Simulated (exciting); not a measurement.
# BiS (R-3m) in exciting: equation of state

Aim: energy against volume of BiS in PBEsol, for its equilibrium volume and stiffness.

Program: exciting (release sodium). These are calculated values, not measurements. Logs are shortened: lines on timing, memory, paths and dates and some standing lists are left out, and cuts for length are marked.

**1. The structure**

The structure is trigonal, space group R-3m (No. 166). Conventional cell: a = 4.219 Å, b = 4.219 Å, c = 10.501 Å, α = 90.00°, β = 90.00°, γ = 120.00°. Bi (site symmetry -3m) is surrounded by 6 S at 3.00 Å. S (site symmetry -3m) is surrounded by 6 Bi at 3.00 Å.

The cell was built by a generator and needn't be a form met in nature.

**2. Equation of state, PBEsol, 25.36 Å³/atom (volume scaled by 0.94)**

input.xml reads:

```xml
<input>
  <title>BiS</title>
  <structure speciespath="./" tshift="false">
    <crystal scale="1">
      <basevect>3.904575634076 2.254307784843 6.479925511623</basevect>
      <basevect>-3.904575634076 2.254307784843 6.479925511623</basevect>
      <basevect>0.000000000000 -4.508615588205 6.479925511623</basevect>
    </crystal>
    <species speciesfile="Bi.xml" rmt="2.3">
      <atom coord="0.000000000000 0.000000000000 0.000000000000"/>
    </species>
    <species speciesfile="S.xml" rmt="1.9">
      <atom coord="0.500000000000 0.500000000000 0.500000000000"/>
    </species>
  </structure>
  <groundstate do="fromscratch" ngridk="8 8 8" rgkmax="7.5" gmaxvr="14" lmaxapw="10" lmaxmat="10" lmaxvr="8" xctype="GGA_PBE_SOL" stype="Fermi Dirac" swidth="0.00183747" nempty="10" ValenceRelativity="iora*" epsengy="1e-05" epspot="1e-05" maxscl="60" outputlevel="normal"/>
</input>
```

Potentials or basis: all-electron LAPW+lo, shipped species files, valence relativity iora*.

Launch:

```
OMP_NUM_THREADS=1 exciting_smp
```

INFO.OUT:

```text
================================================================================
EXCITING SODIUM started
[... 10 lines left out ...]

 Lattice vectors (cartesian) :
      3.9045756341      2.2543077848      6.4799255116
     -3.9045756341      2.2543077848      6.4799255116
      0.0000000000     -4.5086155882      6.4799255116

 Reciprocal lattice vectors (cartesian) :
      0.8045925980      0.4645317535      0.3232128366
     -0.8045925980      0.4645317535      0.3232128366
     -0.0000000000     -0.9290635071      0.3232128352

 Unit cell volume                           :     342.2223078635
 Brillouin zone volume                      :       0.7248218709

 Species :    1 (Bi)
     parameters loaded from                 :    Bi.xml
     name                                   :    bismuth
     nuclear charge                         :     -83.00000000
     electronic charge                      :      83.00000000
     atomic mass                            :  380947.92830000
     muffin-tin radius                      :       2.30000000
     # of radial points in muffin-tin       :     450

     atomic positions (lattice) :
       1 :   0.00000000  0.00000000  0.00000000

 Species :    2 (S)
     parameters loaded from                 :    S.xml
     name                                   :    sulphur
     nuclear charge                         :     -16.00000000
     electronic charge                      :      16.00000000
     atomic mass                            :   58452.74216000
     muffin-tin radius                      :       1.90000000
     # of radial points in muffin-tin       :     300

     atomic positions (lattice) :
       1 :   0.50000000  0.50000000  0.50000000

 Total number of atoms per unit cell        :       2

 Spin treatment                             :    spin-unpolarised

 Number of Bravais lattice symmetries       :      12
 Number of crystal symmetries               :      12

 k-point grid                               :       8    8    8
 Total number of k-points                   :      65
 k-point set is reduced with crystal symmetries

 R^MT_min * |G+k|_max (rgkmax)              :       7.50000000
 Species with R^MT_min                      :       2 (S)
 Maximum |G+k| for APW functions            :       3.94736842
 Maximum |G| for potential and density      :      14.00000000

 G-vector grid sizes                        :      36    36    36
 Total number of G-vectors                  :   15893

 Maximum angular momentum used for
     APW functions                          :      10
     computing H and O matrix elements      :      10
     potential and density                  :       8
     inner part of muffin-tin               :       2

 Total nuclear charge                       :     -99.00000000
 Total electronic charge                    :      99.00000000
 Total core charge                          :      78.00000000
 Total valence charge                       :      21.00000000

 Number of empty states                     :      10
 Total number of valence states             :      21

 Maximum Hamiltonian size                   :     383
 Maximum number of plane-waves              :     365
 Total number of local-orbitals             :      18

 Exchange-correlation type                  :      22
[... 23 lines left out ...]
+ SCF iteration number :    1                                                  +
++++++++++++++++++++++++++++++++++++++++++++++++++++++++++++++++++++++++++++++++
 Total energy                               :    -21966.58087097
 _______________________________________________________________
 Fermi energy                               :         0.27871986
 Kinetic energy                             :     25643.59107666
 Coulomb energy                             :    -47192.24484094
 Exchange energy                            :      -411.46126018
 Correlation energy                         :        -6.46584650

 DOS at Fermi energy (states/Ha/cell)       :        43.86603151

 Electron charges :
     core                                   :        78.00000000
     core leakage                           :         0.00866343
     valence                                :        21.00000000
     interstitial                           :         5.70309173
     charge in muffin-tin spheres :
                  atom     1    Bi          :        79.57676773
                  atom     2     S          :        13.72014054
     total charge in muffin-tins            :        93.29690827
     total charge                           :        99.00000000

++++++++++++++++++++++++++++++++++++++++++++++++++++++++++++++++++++++++++++++++
+ SCF iteration number :    2                                                  +
++++++++++++++++++++++++++++++++++++++++++++++++++++++++++++++++++++++++++++++++
 Total energy                               :    -21972.04624529
 _______________________________________________________________
 Fermi energy                               :         0.27525183
 Kinetic energy                             :     25639.02618627
 Coulomb energy                             :    -47193.14919384
 Exchange energy                            :      -411.45513261
 Correlation energy                         :        -6.46810510

 DOS at Fermi energy (states/Ha/cell)       :        43.65001834

 Electron charges :
     core                                   :        78.00000000
     core leakage                           :         0.00856217
     valence                                :        21.00000000
     interstitial                           :         5.78428034
     charge in muffin-tin spheres :
                  atom     1    Bi          :        79.67733495
                  atom     2     S          :        13.53838471
     total charge in muffin-tins            :        93.21571966
     total charge                           :        99.00000000

 RMS change in effective potential (target) :  0.601560E-01  ( 0.100000E-04)
 Absolute change in total energy   (target) :   5.46537      ( 0.100000E-04)
 Charge distance                   (target) :  0.443638E-02  ( 0.100000E-04)

++++++++++++++++++++++++++++++++++++++++++++++++++++++++++++++++++++++++++++++++
+ SCF iteration number :    3                                                  +
++++++++++++++++++++++++++++++++++++++++++++++++++++++++++++++++++++++++++++++++
 Total energy                               :    -21973.69840403
 _______________________________________________________________
 Fermi energy                               :         0.27289864
 Kinetic energy                             :     25637.48311440
 Coulomb energy                             :    -47193.26108428
 Exchange energy                            :      -411.45165169
 Correlation energy                         :        -6.46878247

 DOS at Fermi energy (states/Ha/cell)       :        43.49700231

 Electron charges :
     core                                   :        78.00000000
     core leakage                           :         0.00853228
     valence                                :        21.00000000
     interstitial                           :         5.80468846
     charge in muffin-tin spheres :
                  atom     1    Bi          :        79.71224390
                  atom     2     S          :        13.48306764
     total charge in muffin-tins            :        93.19531154
     total charge                           :        99.00000000
[... 268 lines left out ...]
 DOS at Fermi energy (states/Ha/cell)       :        43.74046939

 Electron charges :
     core                                   :        78.00000000
     core leakage                           :         0.00852062
     valence                                :        21.00000000
     interstitial                           :         5.79969559
     charge in muffin-tin spheres :
                  atom     1    Bi          :        79.72779049
                  atom     2     S          :        13.47251392
     total charge in muffin-tins            :        93.20030441
     total charge                           :        99.00000000

 RMS change in effective potential (target) :  0.336697E-08  ( 0.100000E-04)
 Absolute change in total energy   (target) :  0.879871E-06  ( 0.100000E-04)
 Charge distance                   (target) :  0.112528E-08  ( 0.100000E-04)

++++++++++++++++++++++++++++++++++++++++++++++++++++++++++++++++++++++++++++++++
+ SCF iteration number :   14                                                  +
++++++++++++++++++++++++++++++++++++++++++++++++++++++++++++++++++++++++++++++++
 Total energy                               :    -21974.41239268
 _______________________________________________________________
 Fermi energy                               :         0.26796107
 Kinetic energy                             :     25636.55627519
 Coulomb energy                             :    -47193.04953863
 Exchange energy                            :      -411.45026655
 Correlation energy                         :        -6.46886269

 DOS at Fermi energy (states/Ha/cell)       :        43.74046629

 Electron charges :
     core                                   :        78.00000000
     core leakage                           :         0.00852062
     valence                                :        21.00000000
     interstitial                           :         5.79969559
     charge in muffin-tin spheres :
                  atom     1    Bi          :        79.72779049
                  atom     2     S          :        13.47251393
     total charge in muffin-tins            :        93.20030441
     total charge                           :        99.00000000

 RMS change in effective potential (target) :  0.736059E-09  ( 0.100000E-04)
 Absolute change in total energy   (target) :  0.861055E-06  ( 0.100000E-04)
 Charge distance                   (target) :  0.380715E-09  ( 0.100000E-04)

++++++++++++++++++++++++++++++++++++++++++++++++++++++++++++++++++++++++++++++++
| Convergency criteria checked for the last 2 iterations                       +
| Convergence targets achieved. Performing final SCF iteration                 +
++++++++++++++++++++++++++++++++++++++++++++++++++++++++++++++++++++++++++++++++
 Total energy                               :    -21974.41239281
 _______________________________________________________________
 Fermi energy                               :         0.26796105
 Kinetic energy                             :     25636.55627525
 Coulomb energy                             :    -47193.04953881
 Exchange energy                            :      -411.45026656
 Correlation energy                         :        -6.46886269

 DOS at Fermi energy (states/Ha/cell)       :        43.74050173

 Electron charges :
     core                                   :        78.00000000
     core leakage                           :         0.00852062
     valence                                :        21.00000000
     interstitial                           :         5.79969567
     charge in muffin-tin spheres :
                  atom     1    Bi          :        79.72779041
                  atom     2     S          :        13.47251392
     total charge in muffin-tins            :        93.20030433
     total charge                           :        99.00000000

++++++++++++++++++++++++++++++++++++++++++++++++++++++++++++++++++++++++++++++++
[... 12 lines left out ...]
| EXCITING SODIUM stopped                                                      =
================================================================================
```

Run time: 4.8 min. Hardware: 1 thread of AMD EPYC, shared host; peak memory 0.15 GiB.

Results:

- Free energy: -597954.2364 eV
- Band gap on the k mesh: none (metal or under the smearing width)
- All electrons inside the program's atomic spheres: Bi 79.73; S 13.47 (radii Bi 2.3, S 1.9 bohr)

Caveat: the log's total energy holds no entropy term; the free energy is that total less TS from the occupations; spin-orbit coupling is left out, which moves the levels of the heavy elements.

**3. Equation of state, PBEsol, 25.90 Å³/atom (volume scaled by 0.96)**

Edit input.xml of step 2 so:

```diff
@@ -4,5 +4,5 @@
     <crystal scale="1">
-      <basevect>3.904575634076 2.254307784843 6.479925511623</basevect>
-      <basevect>-3.904575634076 2.254307784843 6.479925511623</basevect>
-      <basevect>0.000000000000 -4.508615588205 6.479925511623</basevect>
+      <basevect>3.932073551598 2.270183714922 6.525560293512</basevect>
+      <basevect>-3.932073551598 2.270183714922 6.525560293512</basevect>
+      <basevect>0.000000000000 -4.540367448364 6.525560293512</basevect>
     </crystal>
```

Potentials or basis: all-electron LAPW+lo, shipped species files, valence relativity iora*.

Launch:

```
OMP_NUM_THREADS=1 exciting_smp
```

Wall time 5.6 min (1 thread of AMD EPYC, shared host); peak memory 0.15 GiB.

It converged, with:

```
Free energy                                       : -597954.2276 eV
Band gap on the k mesh                            : none (metal or under the smearing width)
All electrons inside the program's atomic spheres : Bi 79.72; S 13.46 (radii Bi 2.3, S 1.9 bohr)
```

Caveat: the log's total energy holds no entropy term; the free energy is that total less TS from the occupations; spin-orbit coupling is left out, which moves the levels of the heavy elements.

**4. Equation of state, PBEsol, 26.44 Å³/atom (volume scaled by 0.98)**

Edit input.xml of step 3 so:

```diff
@@ -4,5 +4,5 @@
     <crystal scale="1">
-      <basevect>3.932073551598 2.270183714922 6.525560293512</basevect>
-      <basevect>-3.932073551598 2.270183714922 6.525560293512</basevect>
-      <basevect>0.000000000000 -4.540367448364 6.525560293512</basevect>
+      <basevect>3.959192157056 2.285840648988 6.570565579849</basevect>
+      <basevect>-3.959192157056 2.285840648988 6.570565579849</basevect>
+      <basevect>0.000000000000 -4.571681316873 6.570565579849</basevect>
     </crystal>
```

Launch:

```
OMP_NUM_THREADS=1 exciting_smp
```

Wall time 6 min (1 thread of AMD EPYC, shared host); peak memory 0.14 GiB.

It converged, with:

```
Free energy                                       : -597954.2101 eV
Band gap on the k mesh                            : none (metal or under the smearing width)
All electrons inside the program's atomic spheres : Bi 79.71; S 13.46 (radii Bi 2.3, S 1.9 bohr)
```

Caveat: the log's total energy holds no entropy term; the free energy is that total less TS from the occupations; spin-orbit coupling is left out, which moves the levels of the heavy elements.

**5. Equation of state, PBEsol, 26.97 Å³/atom**

Edit input.xml of step 4 so:

```diff
@@ -4,5 +4,5 @@
     <crystal scale="1">
-      <basevect>3.959192157056 2.285840648988 6.570565579849</basevect>
-      <basevect>-3.959192157056 2.285840648988 6.570565579849</basevect>
-      <basevect>0.000000000000 -4.571681316873 6.570565579849</basevect>
+      <basevect>3.985944266951 2.301285986828 6.614962639881</basevect>
+      <basevect>-3.985944266951 2.301285986828 6.614962639881</basevect>
+      <basevect>0.000000000000 -4.602571992554 6.614962639881</basevect>
     </crystal>
```

Launch:

```
OMP_NUM_THREADS=1 exciting_smp
```

Run time: 6.7 min. Hardware: 1 thread of AMD EPYC, shared host; peak memory 0.15 GiB.

Results (log left out):

- Free energy: -597954.1850 eV
- Band gap on the k mesh: none (metal or under the smearing width)
- All electrons inside the program's atomic spheres: Bi 79.70; S 13.45 (radii Bi 2.3, S 1.9 bohr)

Caveat: the log's total energy holds no entropy term; the free energy is that total less TS from the occupations; spin-orbit coupling is left out, which moves the levels of the heavy elements.

**6. Equation of state, PBEsol, 27.51 Å³/atom (volume scaled by 1.02)**

Edit input.xml of step 5 so:

```diff
@@ -4,5 +4,5 @@
     <crystal scale="1">
-      <basevect>3.985944266951 2.301285986828 6.614962639881</basevect>
-      <basevect>-3.985944266951 2.301285986828 6.614962639881</basevect>
-      <basevect>0.000000000000 -4.602571992554 6.614962639881</basevect>
+      <basevect>4.012342018238 2.316526735549 6.658771616199</basevect>
+      <basevect>-4.012342018238 2.316526735549 6.658771616199</basevect>
+      <basevect>0.000000000000 -4.633053490184 6.658771616199</basevect>
     </crystal>
```

Potentials or basis: all-electron LAPW+lo, shipped species files, valence relativity iora*.

Launch:

```
OMP_NUM_THREADS=1 exciting_smp
```

It took 4.6 min on 1 thread of AMD EPYC, shared host; peak memory 0.15 GiB.

The run converged. Its results:

- Free energy: -597954.1530 eV
- Band gap on the k mesh: none (metal or under the smearing width)
- All electrons inside the program's atomic spheres: Bi 79.70; S 13.44 (radii Bi 2.3, S 1.9 bohr)

Caveat: the log's total energy holds no entropy term; the free energy is that total less TS from the occupations; spin-orbit coupling is left out, which moves the levels of the heavy elements.

**7. Equation of state, PBEsol, 28.05 Å³/atom (volume scaled by 1.04)**

Edit input.xml of step 6 so:

```diff
@@ -4,5 +4,5 @@
     <crystal scale="1">
-      <basevect>4.012342018238 2.316526735549 6.658771616199</basevect>
-      <basevect>-4.012342018238 2.316526735549 6.658771616199</basevect>
-      <basevect>0.000000000000 -4.633053490184 6.658771616199</basevect>
+      <basevect>4.038396917081 2.331569538481 6.702011604483</basevect>
+      <basevect>-4.038396917081 2.331569538481 6.702011604483</basevect>
+      <basevect>0.000000000000 -4.663139096049 6.702011604483</basevect>
     </crystal>
```

Launch:

```
OMP_NUM_THREADS=1 exciting_smp
```

It took 5.3 min on 1 thread of AMD EPYC, shared host; peak memory 0.15 GiB.

The run converged. Its results:

- Free energy: -597954.1150 eV
- Band gap on the k mesh: none (metal or under the smearing width)
- All electrons inside the program's atomic spheres: Bi 79.69; S 13.44 (radii Bi 2.3, S 1.9 bohr)

Caveat: the log's total energy holds no entropy term; the free energy is that total less TS from the occupations; spin-orbit coupling is left out, which moves the levels of the heavy elements.

**8. Equation of state, PBEsol, 28.59 Å³/atom (volume scaled by 1.06)**

Edit input.xml of step 7 so:

```diff
@@ -4,5 +4,5 @@
     <crystal scale="1">
-      <basevect>4.038396917081 2.331569538481 6.702011604483</basevect>
-      <basevect>-4.038396917081 2.331569538481 6.702011604483</basevect>
-      <basevect>0.000000000000 -4.663139096049 6.702011604483</basevect>
+      <basevect>4.064119884018 2.346420700319 6.744700727398</basevect>
+      <basevect>-4.064119884018 2.346420700319 6.744700727398</basevect>
+      <basevect>0.000000000000 -4.692841419725 6.744700727398</basevect>
     </crystal>
```

Launch:

```
OMP_NUM_THREADS=1 exciting_smp
```

Run time: 5.9 min. Hardware: 1 thread of AMD EPYC, shared host; peak memory 0.15 GiB.

It converged, with:

- Free energy: -597954.0715 eV
- Band gap on the k mesh: none (metal or under the smearing width)
- All electrons inside the program's atomic spheres: Bi 79.68; S 13.43 (radii Bi 2.3, S 1.9 bohr)

Caveat: the log's total energy holds no entropy term; the free energy is that total less TS from the occupations; spin-orbit coupling is left out, which moves the levels of the heavy elements.

**9. Equation of state, PBEsol**

Potentials or basis: all-electron LAPW+lo, shipped species files, valence relativity iora*.

No new run: the results of the series are fitted here.

Results:

| Property | Result |
| --- | --- |
| Equilibrium volume | outside the volumes run |

Energy against volume, from the lowest point:
```
volume (Å³/atom)  energy (meV/atom)
          25.356               0.00
          25.896               4.43
          26.435              13.19
          26.975              25.73
          27.514              41.73
          28.054              60.74
          28.593              82.48
```

Caveat: the minimum lies outside the volumes run; spin-orbit coupling is left out, which moves the levels of the heavy elements.
